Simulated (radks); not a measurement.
# Ionisation energy and size from K to Co

One table from this session's results is given with a row withheld; the runs are named, their logs left out.

Program: radks (a radial shooting solver on a logarithmic mesh, Libxc functionals) version 1. Level of theory: Dirac Kohn-Sham, PBE, spin-unpolarised, spherical densities, finite nucleus; open shells fill j = l - 1/2 first. These are calculated values, not measurements, unless marked.

## The atom as given

| Quantity | Value |
| --- | --- |
| species | K, Ca, Sc, Ti, V, Cr, Mn, Fe, Co |
| runs | 18, each species and its next ion |

Set-up of the first run:

The run's settings:

```text
Z 19
configuration [Ar] 4s1
relativity Dirac
functional pbe,pbe
spin unpolarised
j_filling energy
nucleus finite rms 3.4349 fm
c 137.035999084
```

Among the steps run: K, [Ar] 4s1; K⁺, [Ar]; Ca, [Ar] 4s2; Ca⁺, [Ar] 4s1; Sc, [Ar] 3d1 4s2; Sc⁺, [Ar] 3d1 4s1; Ti, [Ar] 3d2 4s2; Ti⁺, [Ar] 3d2 4s1; V, [Ar] 3d3 4s2; V⁺, [Ar] 3d4; Cr, [Ar] 3d5 4s1; Cr⁺, [Ar] 3d5; Mn, [Ar] 3d5 4s2; Mn⁺, [Ar] 3d5 4s1; Fe, [Ar] 3d6 4s2; Fe⁺, [Ar] 3d6 4s1; Co, [Ar] 3d7 4s2; Co⁺, [Ar] 3d8.

One table of the session follows, with a row left open; its other results are not shown here.

```
species  Δ-SCF (eV)  −ε(HOMO) (eV)  its <r> (bohr)
      K       4.314          2.319            5.01
     Ca       6.309          3.766            4.02
     Sc       6.895          3.246            3.72
     Ti       7.344          4.274            3.51
      V       7.176          4.698            3.35
     Cr       6.896          2.856            3.44
     Mn           ?              ?               ?
     Fe       8.726          5.289            2.99
     Co       6.561          5.467            2.89
```

Q: Estimate the row for Mn from the others.

The run gave: Δ-SCF (eV): 8.412; −ε(HOMO) (eV): 5.103; its <r> (bohr): 3.10. In the column «Δ-SCF (eV)» it lies between Ti (7.344) and Fe (8.726).

For Sc, Ti, Cr the highest level isn't the widest one, so −ε(HOMO) and <r> belong to different orbitals, and Δ-SCF follows the ion's typed configuration. Spin polarisation and multiplet splitting are left out, so open shells lie too high by an amount that depends on their filling.
